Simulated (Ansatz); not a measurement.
Below is the output of a Python script on Ansatz's Python interface that makes harmonic frequencies at the relaxed geometry of BBrH2 (charge -1), SMILES [BH2-]Br. Write a script that gives it. Level of theory (for the species named): Hartree-Fock, def2-SVP basis, multiplicity 2.

The script reads `bbrh2.xyz`:
```text
4

B    -0.24030    0.00710    0.33660
Br    1.72570   -0.06620   -0.07170
H    -0.70510    1.00130   -0.12610
H    -0.78020   -0.94220   -0.13890
```

`python freq_bbrh2.py --basis def2-SVP` gives:
```text
pair        before    after (A)
B0-Br1       2.0093   2.1488
B0-H2        1.1910   1.2158
B0-H3        1.1911   1.2158
mode  1     401.8 1/cm    49.82 meV
mode  2     816.3 1/cm   101.20 meV
mode  3     847.6 1/cm   105.09 meV
mode  4    1164.7 1/cm   144.40 meV
mode  5    2518.7 1/cm   312.28 meV
mode  6    2601.5 1/cm   322.54 meV
imaginary modes: 0  zero-point energy: 0.5177 eV
T (K)   F_vib (eV)   S_vib (meV/K)   C_vib (meV/K)
 298.1      0.5126        0.0594          0.1257
 398.1      0.5045        0.1039          0.1826
 498.1      0.4918        0.1499          0.2280
deuterated (1/cm): 387 600 654 858 1814 1952
zero-point energy falls by 0.1293 eV
```

One script that gives this output:

The script, `freq_bbrh2.py`:
```python
"""Vibrations of BBrH2(-)."""

import argparse
import itertools
import warnings

import ansatz as az
from ase.data import atomic_numbers, covalent_radii
import numpy as np

parser = argparse.ArgumentParser(description="Vibrations of BBrH2(-).")
parser.add_argument("--basis", required=True, help="basis")
parser.add_argument("--xc", default="HF", help="exchange-correlation functional")
parser.add_argument("--charge", type=int, default=-1, help="electrons removed")
args = parser.parse_args()


def main() -> None:
    warnings.simplefilter("ignore", az.DeckWarning)

    molecule = az.Crystal.molecule_from_extxyz("bbrh2.xyz")

    calculation = molecule.calculation()
    calculation = calculation.basis(gaussian=args.basis)
    calculation = calculation.functional(args.xc)
    calculation = calculation.charge(args.charge)
    calculation = calculation.spin("collinear", total=1)
    symbols = [site.symbol for site in molecule.cartesian_sites]
    start = np.array([site.position_ang for site in molecule.cartesian_sites], dtype=float)
    r = calculation.relax(force_tolerance=0.003, max_steps=100).run(threads=1, backend="cpu").report
    end = np.array(r["positions_ang"])

    # pairs closer than 1.2 times the sum of covalent radii, before or after
    radius = [covalent_radii[atomic_numbers[s]] for s in symbols]
    span = lambda where, i, j: np.linalg.norm(where[i] - where[j])
    bonded = [(i, j) for i, j in itertools.combinations(range(len(symbols)), 2) if min(span(start, i, j), span(end, i, j)) < 1.2 * (radius[i] + radius[j])]
    print("pair        before    after (A)")
    for i, j in bonded:
        print(f"{symbols[i]}{i}-{symbols[j]}{j}".ljust(10), f"{span(start, i, j):8.4f} {span(end, i, j):8.4f}")

    # frequencies need a stationary point, so they are taken at the relaxed geometry
    minimum = az.Crystal.molecule()
    for symbol, place in zip(symbols, end):
        minimum = minimum.atom(symbol, place.tolist())
    vibrating = (
        minimum.calculation()
        .basis(gaussian=args.basis)
        .functional(args.xc)
        .charge(args.charge)
        .spin("collinear", total=1)
        .phonons(temperatures=(298.15, 498.15, 100))
    )
    vib = vibrating.run(threads=1, backend="cpu").report["vibrations"]
    sums = vib["harmonic_sums"]
    modes = [m["omega_inv_cm"] for m in sums["modes_at_gamma"] if m["rigid_motion"] == "no"]
    for number, w in enumerate(modes, start=1):
        print(f"mode {number:2d} {w:9.1f} 1/cm {w / 8065.544 * 1000:8.2f} meV")
    print("imaginary modes:", sum(w < 0 for w in modes), " zero-point energy:", round(sums["zero_point_energy_ev"], 4), "eV")
    print("T (K)   F_vib (eV)   S_vib (meV/K)   C_vib (meV/K)")
    for row in zip(sums["temperatures_k"], sums["vibrational_free_energy_ev"], vib["entropy_ev_per_k"], vib["heat_capacity_ev_per_k"]):
        print(f"{row[0]:6.1f} {row[1]:11.4f} {1000 * row[2]:13.4f} {1000 * row[3]:15.4f}")

    # all hydrogen replaced by deuterium
    heavier = vibrating.phonons(masses={"H": 2.014102}).run(threads=1, backend="cpu").report["vibrations"]["harmonic_sums"]
    print("deuterated (1/cm):", " ".join(f"{m['omega_inv_cm']:.0f}" for m in heavier["modes_at_gamma"] if m["rigid_motion"] == "no"))
    print("zero-point energy falls by", round(sums["zero_point_energy_ev"] - heavier["zero_point_energy_ev"], 4), "eV")


if __name__ == "__main__":
    main()
```

Reading the output:
- The settings weren't tested for convergence.
- The frequencies are harmonic and unscaled, in a modest basis. The result belongs to the one conformer reached from this start, and soft torsions count as harmonic oscillators.
- The species is open-shell (spin multiplicity 2).
- Anions want diffuse functions, which this basis lacks.
- It ran for 18 s on 1 thread of Arm Neoverse V2 (shared host), peak memory 0.2 GiB.

(A comment or docstring line of the script was reworded after the run, the code is as it ran; lines on the test bed's own set-up are left out of the output.)
